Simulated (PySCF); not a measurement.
# C5H4BrN (2-Bromopyridine): the cost of one run

Programs: PySCF 2.14.0, with routines of our own; each step states its level. All values are computed. Atoms count from 0.

## (1) The system as given

11 atoms, charge 0, multiplicity 1; geometry from: GFN2-xTB.

## (2) Relaxing the molecule at PBE0-D3(BJ)/def2-SVP

What the job is given:

```
{"job": {"xc": "PBE0", "basis": "def2-SVP", "d3": "d3bj", "grid": 1, "maxiter": 30, "shake": 0.01, "kind": "geom"}, "charge": 0, "multiplicity": 1}
Br     2.857740    -1.622570    -0.124210
C      1.136870    -0.743030    -0.056400
C      1.053290     0.644610    -0.053960
C     -0.156870     1.212750     0.006730
C     -1.304860     0.373510     0.044330
C     -1.103560    -0.986130     0.037520
N      0.112410    -1.538980    -0.013310
H      1.984450     1.252100    -0.085500
H     -0.305950     2.289790     0.038460
H     -2.302300     0.784930     0.109630
H     -1.933110    -1.692810     0.081040
```

On the command line:

```console
$ OMP_NUM_THREADS=2 python heavy_run.py task.json out
```

One launch serves the whole session: the jobs run in the order shown.

**Question.** How long does this first job take on 2 threads of Arm Neoverse N1, shared host, and how much memory does it need?

About 87 s, with a peak of 0.52 GiB.
